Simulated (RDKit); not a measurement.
# CH8P2Si (SMILES C[SiH](P)P): UFF

We compute a structure relaxation of CH8P2Si. Input form: a Python script.

The calculation is run with RDKit 2026.09.1.

## (1) The structure to begin with

The species is CH8P2Si (12 atoms), meant as a singlet with charge 0. As SMILES, `C[SiH](P)P`. Geometry: relaxed at GFN2-xTB. This is one conformer, not always the lowest. The run starts from this shape.

Bond lengths: C1–Si2 1.905 Å, Si2–P3 2.253 Å, Si2–P4 2.255 Å, C1–H5 1.087 Å, C1–H6 1.086 Å, C1–H7 1.086 Å, Si2–H8 1.480 Å, P3–H9 1.384 Å, P3–H10 1.383 Å, P4–H11 1.383 Å, P4–H12 1.384 Å. Some angles: C1–Si2–P3 107.3°, C1–Si2–P4 107.3°, P3–Si2–P4 107.5°, C1–Si2–H8 108.8°, P3–Si2–H8 112.8°, P4–Si2–H8 112.8°, Si2–C1–H5 110.3°, Si2–C1–H6 111.4°, Si2–C1–H7 111.4°, Si2–P3–H9 95.3°.

## (2) A geometry optimisation at UFF

File mol.xyz:

```xyz
12

C     -0.484180     1.264290    -1.093040
Si    -0.124580    -0.024670     0.263060
P      2.061730     0.140710     0.781800
P     -0.452840    -2.062920    -0.645160
H      0.156490     1.094060    -1.954550
H     -0.300620     2.273620    -0.737860
H     -1.514930     1.208050    -1.430440
H     -1.010510     0.238580     1.418460
H      1.993670    -0.691790     1.885720
H      1.902080     1.277510     1.552410
H     -1.832160    -1.976380    -0.600100
H     -0.394160    -2.741060     0.559700
```

File run.py:

```python
import json
import numpy as np
from rdkit import Chem
from rdkit.Chem import AllChem
from rdkit.Chem import rdDetermineBonds

m = Chem.MolFromXYZFile("mol.xyz")
rdDetermineBonds.DetermineBonds(m, charge=0)
print("perceived SMILES:", Chem.MolToSmiles(Chem.RemoveHs(m)))
symbols = [a.GetSymbol() for a in m.GetAtoms()]
start = m.GetConformer().GetPositions().copy()

ff = AllChem.UFFGetMoleculeForceField(m)
e0 = ff.CalcEnergy()
print(f"start   E = {e0:.5f} kcal/mol")
path, flag, n = [], 1, 0
while flag and n < 2000:
    flag = ff.Minimize(maxIts=20, forceTol=0.0001)
    n += 20
    path.append((n, ff.CalcEnergy(), m.GetConformer().GetPositions().tolist()))
    print(f"{n:5d}   E = {path[-1][1]:.5f} kcal/mol")
print("converged" if flag == 0 else "iteration limit reached")
final = m.GetConformer().GetPositions()
for a, p in zip(symbols, final):
    print(f"{a:<2} {p[0]:11.5f} {p[1]:11.5f} {p[2]:11.5f}")
print(f"energy gained {e0 - path[-1][1]:.4f} kcal/mol")
json.dump(dict(symbols=symbols, start=start.tolist(), start_energy=e0, energy=path[-1][1], final=final.tolist(), path=path, success=flag == 0), open("results.json", "w"))
```

Launch:

```sh
python run.py
```

**Question.** What will come out? Wanted: steric energy.

Answer, from the run:

Level: UFF.

| quantity | value |
| --- | --- |
| steric energy (arbitrary zero) | -0.00175 Eh |

At the final geometry: Bond lengths: C1–Si2 1.866 Å, Si2–P3 2.207 Å, Si2–P4 2.207 Å, C1–H5 1.109 Å, C1–H6 1.109 Å, C1–H7 1.109 Å, Si2–H8 1.470 Å, P3–H9 1.453 Å, P3–H10 1.453 Å, P4–H11 1.453 Å, P4–H12 1.453 Å. Some angles: C1–Si2–P3 109.5°, C1–Si2–P4 109.5°, P3–Si2–P4 109.4°, C1–Si2–H8 109.5°, P3–Si2–H8 109.5°, P4–Si2–H8 109.5°, Si2–C1–H5 109.5°, Si2–C1–H6 109.4°, Si2–C1–H7 109.4°, Si2–P3–H9 93.6°. The optimisation took 120 steps and changed the energy by -0.300 eV.
